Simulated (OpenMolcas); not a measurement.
# CH7AlOSi (SMILES [CH3][AlH][O][SiH3]): levels of theory compared

Aim: a comparison of 6 runs (HF/cc-pVDZ, B3LYP/6-31G*, M06-L/cc-pVDZ, PBE/cc-pVDZ, SVWN5/cc-pVDZ, r2SCAN/cc-pVDZ) of CH7AlOSi. 

Program for the calculation: OpenMolcas 26.06.

### 1 The molecule

The species is CH7AlOSi (11 atoms), meant as a singlet with charge 0. SMILES: `[CH3][AlH][O][SiH3]`. The shape is that of a PBE0-D4/def2-TZVP optimisation. This is one conformer, not always the lowest.

Bond lengths: C1–Al2 1.942 Å, Al2–O3 1.688 Å, O3–Si4 1.621 Å, C1–H5 1.093 Å, C1–H6 1.096 Å, C1–H7 1.094 Å, Al2–H8 1.582 Å, Si4–H9 1.488 Å, Si4–H10 1.489 Å, Si4–H11 1.488 Å. Some angles: C1–Al2–O3 119.8°, Al2–O3–Si4 169.7°, C1–Al2–H8 124.0°, O3–Al2–H8 116.2°, Al2–C1–H5 112.4°, Al2–C1–H6 110.3°, Al2–C1–H7 111.7°, O3–Si4–H9 110.1°, O3–Si4–H10 110.8°, O3–Si4–H11 110.2°.

### 2 Energy and forces at HF/cc-pVDZ (run 1)

job.input reads:

```
&gateway
baslib
$CurrDir
coord
11
angstrom
C       -1.516100       1.536800      -0.427400
Al      -1.148200      -0.171900       0.419400
O        0.407500      -0.823300       0.350400
Si       1.960700      -1.220800       0.113400
H       -0.796600       1.774200      -1.214900
H       -1.467000       2.345400       0.310900
H       -2.521600       1.566500      -0.857000
H       -2.226500      -1.018100       1.209700
H        2.731500      -1.046600       1.374000
H        2.573500      -0.359900      -0.936300
H        2.068100      -2.639400      -0.321500
basis
cc-pVDZ
group
NoSym
&seward
&scf
thresholds
1e-10 1e-07 1e-07 1e-05
prorbitals
1 1
&alaska
```

The basis set cc-pVDZ is read from a file made from the Basis Set Exchange's data (not shown).

On the command line:

```
$ export MOLCAS_MEM=1860
$ pymolcas job.input > job.log
```

Log:

```text
--- Start Module: gateway ---
[...]
--- Stop Module: gateway /rc=_RC_ALL_IS_WELL_ ---
[...]
      Basis functions           99
[...]
--- Start Module: scf ---
[...]
       Convergence after  12 Iterations
[...]
::    Total SCF energy                               -647.7493381517
[...]
      Total spin, S                                     0.0000000000
[...]
      Total electronic charge=   48.000000
      Total            charge=   -0.000000
[...]
      Dipole Moment (debye):
      Origin of the operator (angstrom)=    0.1396   -0.3654    0.1614
                   X= -6.0600E-01               Y=  8.9421E-01               Z= -3.4587E-01           Total=  1.1342E+00
      Quadrupole Moment (debye*angstrom):
[...]
 *              Molecular gradients               *
 **************************************************
  Irreducible representation: a
 ------------------------------------------------------------------------------------------
                              X                       Y                       Z
 ------------------------------------------------------------------------------------------
  C1                1.83079127443309E-03   -5.52936691909434E-03    2.76047799588142E-03
  AL2               1.21290044602720E-02    1.43404839763034E-03   -4.32848819982068E-03
  O3                5.54835366030471E-03   -7.44364319009705E-05   -1.58718872284958E-03
  SI4              -1.97835973004814E-02    5.91078878380547E-03    2.33630353132974E-03
  H5               -4.11938710728865E-04   -3.18711029370311E-04    7.04488975772133E-04
  H6               -3.55004103148870E-05   -7.70248760289416E-04   -6.59790345296507E-04
  H7                7.12478393684268E-04   -3.01098225137797E-04    5.72874452446692E-04
  H8                5.92804119855739E-04   -3.15078948837755E-04   -1.86496817755621E-05
[...]
```

Wall time 8.7 s (1 thread of Intel Xeon 6975P-C (Granite Rapids), shared host); peak memory 0.55 GiB.

### 3 Energy and forces at B3LYP/6-31G(d) (spherical functions) (run 2)

calc.input reads:

```
&GATEWAY
BasLib
$CurrDir
BasisSet
C.6-31Gs....
C1 -1.516100 1.536800 -0.427400 angstrom
End of Basis
BasisSet
Al.6-31Gs....
Al2 -1.148200 -0.171900 0.419400 angstrom
End of Basis
BasisSet
O.6-31Gs....
O3 0.407500 -0.823300 0.350400 angstrom
End of Basis
BasisSet
Si.6-31Gs....
Si4 1.960700 -1.220800 0.113400 angstrom
End of Basis
BasisSet
H.6-31Gs....
H5 -0.796600 1.774200 -1.214900 angstrom
H6 -1.467000 2.345400 0.310900 angstrom
H7 -2.521600 1.566500 -0.857000 angstrom
H8 -2.226500 -1.018100 1.209700 angstrom
H9 2.731500 -1.046600 1.374000 angstrom
H10 2.573500 -0.359900 -0.936300 angstrom
H11 2.068100 -2.639400 -0.321500 angstrom
End of Basis
&SEWARD
GridInput
Grid=UltraFine
End of Grid
&SCF
KSDFT
B3LYP
Thresholds
1e-10 1e-07 1e-07 1e-05
PrOrbitals
1 1
&ALASKA
```

The basis set 6-31G* is read from a file made from the Basis Set Exchange's data (not shown).

On the command line:

```
$ export MOLCAS_MEM=1860
$ pymolcas calc.input > calc.log
```

Log:

```text
--- Start Module: gateway ---
[...]
--- Stop Module: gateway /rc=_RC_ALL_IS_WELL_ ---
[...]
      Basis functions           78
[...]
--- Start Module: scf ---
[...]
       Convergence after  12 Iterations
[...]
::    Total KS-DFT energy                            -649.5537440937
[...]
      Total spin, S                                     0.0000000000
[...]
      Total electronic charge=   48.000000
      Total            charge=   -0.000000
[...]
      Dipole Moment (debye):
      Origin of the operator (angstrom)=    0.1396   -0.3654    0.1614
                   X= -4.6695E-01               Y=  8.9101E-01               Z= -3.5800E-01           Total=  1.0678E+00
      Quadrupole Moment (debye*angstrom):
[...]
 *              Molecular gradients               *
 **************************************************
  Irreducible representation: a
 ------------------------------------------------------------------------------------------
                              X                       Y                       Z
 ------------------------------------------------------------------------------------------
  C1                5.12108537474631E-04   -1.48405136290908E-03    3.78351014906020E-04
  AL2               1.03682535841756E-02   -1.69240118976965E-03   -1.77995879412363E-03
  O3                1.55896014508805E-03    1.73235489851642E-03   -1.60848023347304E-03
  SI4              -1.09728239118478E-02    3.06965913997015E-03    1.39854499702086E-03
  H5               -9.78857319892779E-04   -9.26628225977444E-04    1.64489570140303E-03
  H6               -7.13431329931041E-05   -1.86317554816062E-03   -1.10915717990601E-03
  H7                1.93087857993657E-03   -2.86824783851447E-04    1.14757929365705E-03
  H8                9.80915751748856E-04    6.55695113849220E-04   -7.04001945139421E-04
[...]
```

Wall time 24 s (1 thread of Intel Xeon 6975P-C (Granite Rapids), shared host); peak memory 0.44 GiB.

Run 3 isn't shown in full; the table further down has it.

### 4 Energy and gradient at PBE/cc-pVDZ (run 4)

job.inp reads:

```
* CH7AlOSi Kohn-Sham DFT

&gateway
  baslib=$CurrDir
  coord
  11
  angstrom
  C       -1.516100       1.536800      -0.427400
  Al      -1.148200      -0.171900       0.419400
  O        0.407500      -0.823300       0.350400
  Si       1.960700      -1.220800       0.113400
  H       -0.796600       1.774200      -1.214900
  H       -1.467000       2.345400       0.310900
  H       -2.521600       1.566500      -0.857000
  H       -2.226500      -1.018100       1.209700
  H        2.731500      -1.046600       1.374000
  H        2.573500      -0.359900      -0.936300
  H        2.068100      -2.639400      -0.321500
  basis=cc-pVDZ
  group=NoSym

&seward
  gridinput
  Grid=UltraFine
  End of Grid

&scf
  ksdft=PBE
  thresholds=1e-10 1e-07 1e-07 1e-05
  prorbitals=1 2

&alaska
```

The basis set cc-pVDZ is read from a file made from the Basis Set Exchange's data (not shown).

On the command line:

```
$ export MOLCAS_MEM=1860
$ pymolcas job.inp > job.log
```

Log:

```text
--- Start Module: gateway ---
[...]
--- Stop Module: gateway /rc=_RC_ALL_IS_WELL_ ---
[...]
      Basis functions           99
[...]
--- Start Module: scf ---
[...]
       Convergence after  15 Iterations
[...]
::    Total KS-DFT energy                            -649.0871910271
[...]
      Total spin, S                                     0.0000000000
[...]
      Total electronic charge=   48.000000
      Total            charge=   -0.000000
[...]
      Dipole Moment (debye):
      Origin of the operator (angstrom)=    0.1396   -0.3654    0.1614
                   X= -5.6285E-01               Y=  9.6670E-01               Z= -3.7005E-01           Total=  1.1782E+00
      Quadrupole Moment (debye*angstrom):
[...]
 *              Molecular gradients               *
 **************************************************
  Irreducible representation: a
 ------------------------------------------------------------------------------------------
                              X                       Y                       Z
 ------------------------------------------------------------------------------------------
  C1               -1.02563014218626E-03    3.65146497302238E-03   -8.98921906692163E-04
  AL2               2.28466849643816E-02   -8.53659644610864E-03   -1.60680346848174E-03
  O3                1.22140162855109E-02    1.89750288053370E-03   -5.23152832242069E-03
  SI4              -3.05576130854188E-02    7.62727073468294E-03    4.85396490182000E-03
  H5               -7.17169289553166E-03   -2.44317234129121E-03    7.70127911717822E-03
  H6               -4.46151003797107E-04   -7.72934253389668E-03   -7.38041272761603E-03
  H7                9.95414342900824E-03   -1.16228739027946E-04    4.03409313498670E-03
  H8                3.30833172751488E-03    3.24187426604494E-03   -2.84341408938160E-03
[...]
```

Run time: 39 s. Hardware: 1 thread of Intel Xeon 6975P-C (Granite Rapids), shared host; peak memory 0.55 GiB.

Run 5 isn't shown in full; the table further down has it.

### 5 Energy and gradient at r2SCAN/cc-pVDZ (run 6)

test.inp reads:

```
&gateway
 baslib = $CurrDir
 coord
 11
 bohr
 C     -2.86501378     2.90413111    -0.80766895
 Al    -2.16978354    -0.32484392     0.79255114
 O      0.77006340    -1.55581152     0.66216003
 Si     3.70518601    -2.30697765     0.21429494
 H     -1.50535583     3.35275209    -2.29582827
 H     -2.77222822     4.43216365     0.58751585
 H     -4.76513340     2.96025597    -1.61949529
 H     -4.20747522    -1.92393017     2.28600169
 H      5.16178691    -1.97778736     2.59648370
 H      4.86321018    -0.68011243    -1.76935057
 H      3.90814260    -4.98774313    -0.60754695
 basis = cc-pVDZ
 group = NoSym

&seward
 gridinput
 Grid=UltraFine
 End of Grid

&scf
 ksdft = 2
 1.0 MGGA_X_R2SCAN
 1.0 MGGA_C_R2SCAN
 thresholds = 1e-10 1e-07 1e-07 1e-05
 prorbitals = 0

&alaska
```

The basis set cc-pVDZ is read from a file made from the Basis Set Exchange's data (not shown).

On the command line:

```
$ export MOLCAS_MEM=1860
$ pymolcas test.inp > test.log
```

Log:

```text
--- Start Module: gateway ---
[...]
--- Stop Module: gateway /rc=_RC_ALL_IS_WELL_ ---
[...]
      Basis functions           99
[...]
--- Start Module: scf ---
[...]
       Convergence after  13 Iterations
[...]
::    Total KS-DFT energy                            -649.4152406890
[...]
      Total spin, S                                     0.0000000000
[...]
      Total electronic charge=   48.000000
      Total            charge=   -0.000000
[...]
      Dipole Moment (debye):
      Origin of the operator (angstrom)=    0.1396   -0.3654    0.1614
                   X= -5.8184E-01               Y=  9.6088E-01               Z= -3.6527E-01           Total=  1.1812E+00
      Quadrupole Moment (debye*angstrom):
[...]
 *              Molecular gradients               *
 **************************************************
  Irreducible representation: a
 ------------------------------------------------------------------------------------------
                              X                       Y                       Z
 ------------------------------------------------------------------------------------------
  C1               -7.06747192343649E-04    3.42743853750438E-03   -8.62716868942570E-04
  AL2               1.81504166299753E-02   -6.32239711140176E-03   -1.61191292032781E-03
  O3                1.04682406800007E-02    7.74872856907471E-04   -3.89456504234476E-03
  SI4              -2.59076511463423E-02    6.66598424239062E-03    3.95515058429652E-03
  H5               -4.15004582004341E-03   -1.77380059097954E-03    4.52095256520924E-03
  H6               -1.19176614674060E-04   -4.76245715591439E-03   -4.07393575784143E-03
  H7                5.76663807673405E-03   -5.27436721037999E-04    2.36445668824259E-03
  H8                1.39647545280219E-03    1.30122451802084E-03   -1.19489043912235E-03
[...]
```

It took 47 s on 1 thread of Intel Xeon 6975P-C (Granite Rapids), shared host; peak memory 0.55 GiB.

### 6 The series

| run | level | integration grid | energy (Eh) | dipole moment (D) | HOMO energy (eV) | LUMO energy (eV) | wall time |
| --- | --- | --- | --- | --- | --- | --- | --- |
| 1 | HF/cc-pVDZ | – | -647.749338 | 1.13 | -11.02 | 2.07 | 8.7 s |
| 2 | B3LYP/6-31G* (spherical functions) | UltraFine | -649.553744 | 1.07 | -7.51 | -0.75 | 24 s |
| 3 | M06-L/cc-pVDZ | UltraFine | -649.520524 | 1.14 | -6.70 | -0.83 | 49 s |
| 4 | PBE/cc-pVDZ | UltraFine | -649.087191 | 1.18 | -6.46 | -1.43 | 39 s |
| 5 | SVWN5/cc-pVDZ | UltraFine | -646.351602 | 1.18 | -6.52 | -1.62 | 28 s |
| 6 | r2SCAN/cc-pVDZ | UltraFine | -649.415241 | 1.18 | -6.79 | -1.07 | 47 s |

### 7 Results

| quantity | value |
| --- | --- |
| run 6: total energy | -649.41524 Eh |
| run 6: dipole moment | 1.18 D |
| run 6: HOMO energy | -6.79 eV |
| run 6: LUMO energy | -1.07 eV |
| run 6: HOMO–LUMO gap | 5.72 eV |
| run 6: largest force on an atom | 1.391 eV/Å |

**Reading.** The dipole moment (its size) runs from 1.07 D (B3LYP/6-31G*) to 1.18 D (r2SCAN/cc-pVDZ). The two ends differ in method and basis. The HOMO–LUMO gap runs from 4.91 eV (SVWN5/cc-pVDZ) to 13.08 eV (HF/cc-pVDZ). Exact exchange widens orbital gaps. Totals of different functionals can't be ranked against each other. All runs together took 3.2 min, the longest 49 s.
